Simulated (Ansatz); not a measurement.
**ClH₂MoNO₂: small, medium and large basis sets**

Aim: see how fast density functionals converge with the basis set for ClH₂MoNO₂.

The runs use Ansatz 0.2.0, Gaussian basis; one geometry, several basis sets.

The runs, in order: PBE0-D4/def2-SVP; ωB97M-V/def2-SVP; PBE0-D4/def2-QZVPP; ωB97M-V/def2-QZVPP; the functionals' def2-TZVPP values are taken from earlier runs.

**1. Structure used throughout**

The geometry comes from an earlier relaxation with PBE0-D4 in a triple-zeta def2 set; it is a stationary point, not always the lowest conformer. Mo takes the def2 core potential; no spin-orbit term is included.

SMILES `[NH2][Mo](=[O])(=[O])[Cl]`, 7 atoms, charge 0, spin multiplicity 1.

Atoms are counted from 1 here; the program's logs count them from 0.

Bond lengths: N1–Mo2 1.913 Å, N1–H6 1.010 Å, N1–H7 1.010 Å, Mo2–O3 1.674 Å, Mo2–O4 1.674 Å, Mo2–Cl5 2.266 Å. Angles: Mo2–N1–H6 123.4°, Mo2–N1–H7 123.4°, H6–N1–H7 111.9°, N1–Mo2–O3 108.4°, N1–Mo2–O4 108.4°, N1–Mo2–Cl5 110.0°, O3–Mo2–O4 110.6°, O3–Mo2–Cl5 109.6°, O4–Mo2–Cl5 109.6°.

**2. PBE0-D4 in def2-SVP**

in.yaml

```yaml
crystal:
  periodic: [false, false, false]
  atoms:
    - {symbol: N, position_ang: [-0.673353, 0.700048, 0.674959]}
    - {symbol: Mo, position_ang: [0.430363, -0.478037, -0.351293]}
    - {symbol: O, position_ang: [1.968268, -0.471816, 0.309274]}
    - {symbol: O, position_ang: [-0.232547, -2.013631, -0.287773]}
    - {symbol: Cl, position_ang: [0.523198, 0.223083, -2.504012]}
    - {symbol: H, position_ang: [-0.308361, 1.454775, 1.238211]}
    - {symbol: H, position_ang: [-1.646368, 0.517580, 0.875034]}
basis:
  gaussian: {orbitals: def2-SVP}
hamiltonian: {xc: pbe0, dispersion: d4}
output: {orbitals: {seedname: orbitals}}
```

On the command line:

```console
$ ansatz run in.yaml --threads 4 --pin off --events-out ev --progress --plain --max-ram 10444MiB
```

After this run come: ωB97M-V in def2-SVP; PBE0-D4 in def2-QZVPP; ωB97M-V in def2-QZVPP.

Q: Predict the results of all the runs planned. Wanted: PBE0-D4: double and triple zeta above quadruple; ωB97M-V: double and triple zeta above quadruple.

As calculated:

| quantity | value |
| --- | --- |
| PBE0-D4: double and triple zeta above quadruple | 12.69, 0.79 eV |
| ωB97M-V: double and triple zeta above quadruple | 12.79, 0.76 eV |

**Reading.** PBE0-D4 gains 11.90 eV from double to triple zeta, then 0.79 eV more. Total energies overstate the basis error of differences, where much of it tends to cancel.
